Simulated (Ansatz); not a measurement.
# SiGeHO (sextet): from Hartree-Fock to the top rungs, cc-pVTZ

An exercise on one series of results from a longer session: the logs are not shown, and one member is left open.

Computed with Ansatz 0.2.0, Gaussian basis. Level: cc-pVTZ, core rule «outside noble gas», up to 20 orbitals frozen.

To be run: UHF; CCSD(T) on ROHF; CCSD(T) on UHF; BCCD(T) on ROHF; CCSDT(Q) on ROHF; CCSDT(Q) on UHF.

6 further runs of the same task are left out: 1 for a known fault of the program, 5 set aside as unsound or not needed.

## What is computed

The geometry is a PBE0/def2-TZVP stationary point (not a proven minimum) of the parent state, kept for this charge and spin. No spin-orbit coupling is included. The filled d shell of Ge may be among the frozen orbitals whatever the setting's name suggests; the logs give the count.

4 atoms, charge 0, spin multiplicity 6.

Atoms are counted from 1 here; the program's logs count them from 0.

Bond lengths: Ge1–O2 1.777 Å, Ge1–H4 1.564 Å, O2–Si3 1.641 Å. Angles: O2–Ge1–H4 115.7°, Ge1–O2–Si3 150.5°.

Set-up of the first run:

Input file in.yaml:

```yaml
crystal:
  periodic: [false, false, false]
  atoms:
    - {symbol: Ge, position_ang: [0.000000, 0.004847, 1.021232]}
    - {symbol: O, position_ang: [0.000000, -0.359730, -0.718378]}
    - {symbol: Si, position_ang: [0.000000, 0.137734, -2.282184]}
    - {symbol: H, position_ang: [0.000000, 1.522968, 1.396565]}
basis:
  gaussian: {orbitals: cc-pVTZ}
magnetization: {spin_polarized: true, initial_magnetization: 5}
hamiltonian: {xc: hf}
output: {orbitals: {seedname: orbitals}}
```

The run is started by

```console
$ ansatz run in.yaml --threads 1 --pin off --events-out ev --progress --plain --max-ram 4096MiB --backend cpu
```

Steps of the session up to this table: UHF; CCSD(T) on ROHF; CCSD(T) on UHF; BCCD(T) on ROHF; CCSDT(Q) on ROHF; CCSDT(Q) on UHF.

One of the session's tables, all rows but one given; the rest of the session is left out.

| method | from RCCSDT(Q) (kJ/mol) |
| --- | --- |
| ROHF | +1025.8 |
| UHF | +1013.8 |
| RMP2 | +93.2 |
| UMP2 | +90.4 |
| RCCSD | +44.3 |
| UCCSD | +42.5 |
| RCCSD(T) | ? |
| UCCSD(T) | +2.4 |
| BCCD(T) | +3.5 |
| RCCSDT | +1.7 |
| UCCSDT | +0.2 |
| RCCSDT(Q) | 0 |
| UCCSDT(Q) | -2.0 |

Q: Estimate the row for RCCSD(T) from the others.

The run gave: from RCCSDT(Q) (kJ/mol): +4.0. In the column «from RCCSDT(Q) (kJ/mol)» it lies between BCCD(T) (+3.5) and UCCSD (+42.5).

Limits of these values: Restricted and unrestricted rows rest on different reference determinants; where their highest levels disagree by more than a few hundredths of an eV, they describe different states and don't form one ladder.
